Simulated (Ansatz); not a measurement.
# SiHBr (SMILES [SiH]Br) at r2SCAN0/STO-3G

Aim: the electronic atomisation energy of SiHBr at r2SCAN0/STO-3G, from 4 runs. 

The calculation is run with Ansatz 0.2.0.

57 further runs of the same task are left out: 11 that didn't finish, 46 set aside as unsound or not needed.

### 1 The structure to begin with

SiHBr has 3 atoms, charge 0, and is taken as a singlet. As SMILES, `[SiH]Br`. Geometry: relaxed at PBE0-D4/def2-TZVP.

Bond lengths: Si1–Br2 2.245 Å, Si1–H3 1.527 Å. Angles: Br2–Si1–H3 94.0°.

### 2 A single-point energy at r2SCAN0/STO-3G

Input file input.yaml:

```yaml
crystal:
  periodic: [false, false, false]
  atoms:
    - {symbol: Si, position_ang: [-0.624700, 0.521900, -0.296100]}
    - {symbol: Br, position_ang: [1.340900, 0.401500, 0.781400]}
    - {symbol: H, position_ang: [-0.727100, -0.988300, -0.498600]}
basis:
  gaussian:
    orbitals: STO-3G
hamiltonian:
  xc: {name: r2SCAN0}
accuracy: high
```

Started as:

```bash
$ ansatz run input.yaml --threads 1 --pin off --max-ram 2610MiB --events-out events.jsonl --progress --plain --runs-dir runs
```

What it wrote:

```text
Warning: RAYON_NUM_THREADS=1 ignored (pool sized by the plan → 1); use --threads N
Functional definition: r2SCAN0
  name "r2SCAN0"
  parameter a = 0.25
  parameter k0 = 0.174
  parameter k1 = 0.065
  parameter a1 = 4.9479
  exchange = (1 - a)*r2scan_x(k0 = k0, k1 = k1, a1 = a1) + a*exact_x
  correlation = r2scan_c
394 factors; integrals over basis functions are off by at most 5.6e-8 eV
mean field evaluation 1: about -77084.6555 eV, gradient 1.4e1 eV
mean field evaluation 2: about -77084.1176 eV, gradient 1.9e1 eV
mean field evaluation 4: about -77085.7510 eV, gradient 1.9e-1 eV
mean field evaluation 8: about -77085.7460 eV, gradient 3.4e-3 eV
mean field -77085.74602392 eV, -2832.8489157838 hartree, gradient 5.0e-8 eV, S^2 0.000000; 0 other end points of the search recorded, 0 dependent functions left out
reference -77085.74602417 eV, -2832.8489157929 hartree; 25, 25 occupied and 3, 3 virtual orbitals, 394 factors
Total energy: -77085.74602417 eV, -2832.8489157929 hartree
```

Run time: 2.8 s. Hardware: 1 thread of Arm Neoverse V1, shared host; peak memory 0.13 GiB.

### 3 The Br atom at the same level

Input file job.yaml:

```yaml
crystal:
  periodic: [false, false, false]
  atoms:
    - {symbol: Br, position_ang: [0.000000, 0.000000, 0.000000]}
basis:
  gaussian:
    orbitals: STO-3G
accuracy: high
hamiltonian:
  xc: {name: r2SCAN0}
magnetization:
  spin_polarized: true
  initial_magnetization: 1
```

Run the same way, it converges to -2546.11107 Eh (log not shown).

### 4 The H atom at the same level

Input file job.yaml:

```yaml
crystal:
  periodic: [false, false, false]
  atoms:
    - symbol: H
      position_ang: [0.000000, 0.000000, 0.000000]
basis:
  gaussian:
    orbitals: STO-3G
magnetization:
  spin_polarized: true
  initial_magnetization: 1
accuracy: high
hamiltonian:
  xc: {name: r2SCAN0}
```

Started as:

```bash
$ ansatz run job.yaml --threads 1 --pin off --max-ram 2610MiB --events-out events.jsonl --progress --plain --runs-dir runs
```

What it wrote, shortened:

```text
Warning: RAYON_NUM_THREADS=1 ignored (pool sized by the plan → 1); use --threads N
[... 8 set-up lines as earlier in the session ...]
1 factors; integrals over basis functions are off by at most 4.6e-10 eV
mean field evaluation 1: about -12.6938 eV, gradient 0.0e0 eV
mean field evaluation 2: about -12.6938 eV, gradient 0.0e0 eV
mean field -12.69384000 eV, -0.4664900157 hartree, gradient 0.0e0 eV, S^2 0.750000; 0 other end points of the search recorded, 0 dependent functions left out
reference -12.69384034 eV, -0.4664900281 hartree; 1, 0 occupied and 0, 1 virtual orbitals, 1 factors
Total energy: -12.69384034 eV, -0.4664900281 hartree
```

Wall time 0.34 s (1 thread of Arm Neoverse V1, shared host).

### 5 The Si atom at the same level

Input file molecule.yaml:

```yaml
basis:
  gaussian: {orbitals: STO-3G}
crystal:
  periodic: [false, false, false]
  atoms:
    - {symbol: Si, position_ang: [0.000000, 0.000000, 0.000000]}
magnetization: {spin_polarized: true, initial_magnetization: 2}
hamiltonian: {xc: {name: r2SCAN0}}
accuracy: high
```

Run the same way, it converges to -285.92557 Eh (log not shown).

### 6 What came out

At r2SCAN0/STO-3G:

```
                     quantity           value
       molecule: total energy  -2832.84892 Eh
        Br atom: total energy  -2546.11107 Eh
                Br atom: ⟨S²⟩           0.750
         H atom: total energy     -0.46649 Eh
                 H atom: ⟨S²⟩           0.750
        Si atom: total energy   -285.92557 Eh
                Si atom: ⟨S²⟩           2.000
electronic atomisation energy        9.409 eV
```

Taking the molecule apart into free atoms costs 9.41 eV (908 kJ/mol), before zero-point energy and without spin-orbit coupling. In a minimal basis such a difference can be off by several eV, whatever the method.
